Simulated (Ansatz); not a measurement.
# BClF2H2: a nudged elastic band, and a look at its input

A nudged elastic band is wanted. The input is run as typed. The step meant is a four-centre ligand exchange at charge 0 and multiplicity 1, which changes B1–Cl6, H2–H5, B1–H2, H5–Cl6.

The runs use Ansatz 0.2.0, Gaussian basis; PBE0-D4/def2-SVP.

### Step 1. The structure

```
B    -0.3137    0.7094   -0.7786
H     0.8620    0.8934   -0.7159
F    -0.8162   -0.1638   -1.6224
F    -1.1474    1.4165   -0.0491
H     1.3406   -1.3638    1.6520
Cl    0.0748   -1.4917    1.5140
```

### Step 2. The run

File run/in.yaml:

```yaml
crystal:
  periodic: [false, false, false]
  atoms:
    - {symbol: B, position_ang: [-0.313656, 0.709415, -0.778581]}
    - {symbol: H, position_ang: [0.861958, 0.893422, -0.715900]}
    - {symbol: F, position_ang: [-0.816176, -0.163840, -1.622448]}
    - {symbol: F, position_ang: [-1.147412, 1.416458, -0.049091]}
    - {symbol: H, position_ang: [1.340599, -1.363767, 1.652009]}
    - {symbol: Cl, position_ang: [0.074787, -1.491688, 1.514010]}
basis:
  gaussian: {orbitals: def2-SVP}
hamiltonian: {xc: pbe0, dispersion: d4}
neb:
  images: 5
  climbing: true
  max_iterations: 30
  initial_path: idpp
  final_atoms:
    - {symbol: B, position_ang: [-0.967137, -0.153594, -0.049342]}
    - {symbol: H, position_ang: [1.881713, 0.708461, -0.315427]}
    - {symbol: F, position_ang: [-0.845886, -0.482567, -1.311854]}
    - {symbol: F, position_ang: [-1.177789, 1.100944, 0.264701]}
    - {symbol: H, position_ang: [1.977543, 0.196112, 0.219341]}
```

Started as:

```console
$ ansatz run in.yaml --threads 2 --pin off --events-out ev --progress --plain --max-ram 4352MiB
```

What does the calculation give? Wanted: this run.

As calculated:

| quantity | value |
| --- | --- |
| this run | refused |
| fault | end lacks an atom |

What this shows: The final structure lists one atom fewer than the first.
